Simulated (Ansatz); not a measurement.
# Zr3TiC4: the cost of one run

Method: DFT PBE, scalar-relativistic, plane waves, PAW, in Ansatz 0.2.0.

### 1 Starting point

It takes space group P4/mmm (No. 123, tetragonal). The conventional cell has a = 3.451 Å, b = 3.451 Å, c = 9.761 Å, α = 90.00°, β = 90.00°, γ = 90.00°. Around Zr (site symmetry 4mm) lie 6 C at 2.44 Å. Zr (site symmetry 4/mmm) has 6 C at 2.44 Å as nearest neighbours. Around Ti (site symmetry 4/mmm) lie 6 C at 2.44 Å. C (site symmetry 4/mmm) is surrounded by 6 Zr at 2.44 Å. Around C (site symmetry 4mm) lie 5 Zr at 2.44 Å and 1 Ti at 2.44 Å. C (site symmetry 4/mmm) has 4 Ti at 2.44 Å and 2 Zr at 2.44 Å as nearest neighbours.

Coordinates:

```xyz
8
Lattice="3.4512 0.0000 0.0000 0.0000 3.4512 0.0000 0.0000 0.0000 9.7614" Properties=species:S:1:pos:R:3 pbc="T T T"
Zr    0.0000    0.0000    7.3210
Zr    1.7256    1.7256    0.0000
Zr    0.0000    0.0000    2.4403
Ti    1.7256    1.7256    4.8807
C     0.0000    0.0000    0.0000
C     1.7256    1.7256    2.4403
C     0.0000    0.0000    4.8807
C     1.7256    1.7256    7.3210
```

The start is an ordering of an alloy on its end members' structure types: elements ordered on the sites of the ZrC type, Ti/Zr on Zr (P4/mmm, No. 123).

### 2 The guess as it stands, on a coarse mesh

File input.yaml:

```yaml
crystal:
  lattice:
    - [3.45116684, 0.0, 0.0]
    - [0.0, 3.45116684, 0.0]
    - [0.0, 0.0, 9.76137391]
  atoms:
    - { symbol: Zr, position: [0.0, 0.0, 0.75] }
    - { symbol: Zr, position: [0.5, 0.5, 0.0] }
    - { symbol: Zr, position: [0.0, 0.0, 0.25] }
    - { symbol: Ti, position: [0.5, 0.5, 0.5] }
    - { symbol: C, position: [0.0, 0.0, 0.0] }
    - { symbol: C, position: [0.5, 0.5, 0.25] }
    - { symbol: C, position: [0.0, 0.0, 0.5] }
    - { symbol: C, position: [0.5, 0.5, 0.75] }
basis:
  ecutwfc: 420
kpoints:
  mp_grid: { grid: [6, 6, 2] }
hamiltonian:
  xc: pbe
scf:
  occupations: { method: gaussian, width: 0.1 }
  lower_state_search: "off"
output:
  forces: true
  stress: true
  eigenvalues: true
```

Run with:

```bash
$ ansatz run input.yaml --threads 1 --pin off --max-ram 2560MiB --backend cpu --events-out ev --progress --plain --runs-dir out
```

What time and memory should one allow on 1 thread of Arm Neoverse V2, shared host?

About 3.6 s, with a peak of 0.4 GiB.
